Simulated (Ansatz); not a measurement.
Write a Python script for Ansatz 0.2.0, Python API that makes a single point in a Gaussian basis of CH3F2NSe, SMILES NC(F)(F)[SeH]. Use: B2GP-PLYP, cc-pVDZ basis, multiplicity 1.

```xyz
8

N     0.4141    1.1271    0.4363
C     0.1478   -0.2100    0.0038
F     0.9473   -1.0431    0.7152
F     0.5067   -0.3308   -1.3480
Se   -1.6987   -0.7181    0.3135
H    -0.2115    1.8074   -0.1908
H     1.3929    1.4152    0.2428
H    -1.4065   -2.1048   -0.2285
```

Script `ch3f2nse_energy.py`:
```python
"""Single point of CH3F2NSe in a Gaussian basis."""

import logging
import sys

import ansatz as az
from ase import Atoms

logging.basicConfig(stream=sys.stdout, format="%(name)s: %(message)s")
log = logging.getLogger("run")
log.setLevel(logging.INFO)


def main() -> None:
    atoms = Atoms(["N", "C", "F", "F", "Se", "H", "H", "H"], positions=[
        [0.4141, 1.1271, 0.4363],
        [0.1478, -0.21, 0.0038],
        [0.9473, -1.0431, 0.7152],
        [0.5067, -0.3308, -1.348],
        [-1.6987, -0.7181, 0.3135],
        [-0.2115, 1.8074, -0.1908],
        [1.3929, 1.4152, 0.2428],
        [-1.4065, -2.1048, -0.2285],
    ])
    mol = az.Crystal.molecule_from_ase(atoms)

    model = mol.calculation()
    model = model.basis(gaussian="cc-pVDZ")
    model = model.functional(az.LibraryFunctional("B2GP-PLYP"))
    try:
        report = model.run(threads=1, backend="cpu").report
    except az.AnsatzError as error:
        sys.exit(f"{type(error).__name__}: {error}")

    log.info(f"E = {report['free_energy_ev']:.6f} eV = {report['free_energy_ev'] / 27.211386246:.7f} Ha")
    print("converged:", report["converged"], " doubts:", report["published_state_doubts"] or "none")

    field = report["mean_field"]
    print("<S^2> =", round(abs(field["state"]["spin_squared"]), 4), " all-electron relativity setting:", field["relativity"])
    print("passes:", field["passes"])
    if "symmetry" in field:
        print("occupied orbitals by irrep:", field["symmetry"]["occupied"])


if __name__ == "__main__":
    main()
```

`python ch3f2nse_energy.py` gives:
```text
run: E = -73334.454746 eV = -2694.9915040 Ha
converged: True  doubts: none
<S^2> = 0.0  all-electron relativity setting: none
passes: {'evaluations': 19, 'products': 24}
occupied orbitals by irrep: [{'A': 34}, {'A': 34}]
```

Reading the output:
- Total energies depend on the basis set; only differences at equal settings carry meaning.
- The geometry is a force-field or estimated start, not a minimum of this method, and the basis set is short of its limit.
- For a double hybrid the total adds scaled second-order correlation to the self-consistent reference.
- It ran for 7.6 s on 1 thread of Arm Neoverse V1, with other jobs on the host, peak memory 0.27 GiB.
